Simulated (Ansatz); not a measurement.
# H3SeSi: the cost of one run

Program: the Python package of Ansatz 0.2.0. Level of theory: Hartree-Fock/def2-TZVP. These are calculated values, not measurements.

### Step 1. The structure

Bond lengths: Si1–Se2 2.293 Å, Si1–H3 1.517 Å, Si1–H4 1.465 Å, Se2–H5 1.534 Å. Angles: Si1–Se2–H5 92.2°, Se2–Si1–H3 107.7°, Se2–Si1–H4 106.2°, H3–Si1–H4 108.0°.

The script holds or builds the structure itself.

### Step 2. The script

Contents of states.py:

```python
import ansatz as az
import numpy as np

GEOMETRY = """
Si    0.18590   -0.95100    0.17940
Se    1.24860    1.07880    0.08640
H    -0.96490   -0.82460    1.15970
H    -0.37650   -1.17940   -1.15350
H    -0.04320    1.80260   -0.31330
"""

system = az.Crystal.molecule()
for line in GEOMETRY.strip().splitlines():
    symbol, *xyz = line.split()
    system = system.atom(symbol, [float(v) for v in xyz])
symbols = [site.symbol for site in system.cartesian_sites]

start = np.array([site.position_ang for site in system.cartesian_sites])
for factor in [1.0, 1.5]:
    xyz = (start - start.mean(axis=0)) * factor
    scaled = az.Crystal.molecule()
    for symbol, place in zip(symbols, xyz):
        scaled = scaled.atom(symbol, place.tolist())
    calc = (
        scaled.calculation()
        .basis(gaussian="def2-TZVP")
        .functional("hf")
        .spin("collinear", total=1)
    )
    for search in ("off", "standard"):
        try:
            data = calc.scf(lower_state_search=search).run(threads=1, backend="cpu").report
        except az.AnsatzError as error:
            print(f"x{factor} search {search}: {type(error).__name__}")
            continue
        state = data["mean_field"]["state"]
        print(f"all distances x{factor}, search {search:8s} E = {data['free_energy_ev']:.5f} eV  <S^2> = {abs(state['spin_squared']):.3f}  other states met: {len(data['mean_field']['others'])}")
```

### Step 3. The calls as engine input

The package turns the script's settings into the engine's input (first run):

```yaml
crystal:
  periodic: [false, false, false]
  atoms:
    - { symbol: Si, position_ang: [0.17592000000000002, -0.93628, 0.18766] }
    - { symbol: Se, position_ang: [1.23862, 1.09352, 0.09466000000000001] }
    - { symbol: H, position_ang: [-0.97488, -0.80988, 1.1679599999999999] }
    - { symbol: H, position_ang: [-0.38648, -1.16468, -1.14524] }
    - { symbol: H, position_ang: [-0.053179999999999984, 1.81732, -0.30504000000000003] }
basis:
  gaussian:
    orbitals: def2-TZVP
hamiltonian:
  xc: hf
magnetization:
  spin_polarized: true
  initial_magnetization: 1.0
scf:
  lower_state_search: "off"
```

### Step 4. Launch

Run with:

```
> python states.py
```

**Question.** How long does this script take on 1 thread of Arm Neoverse V2, shared host, and how much memory does it need?

About 40 s, with a peak of 0.29 GiB.
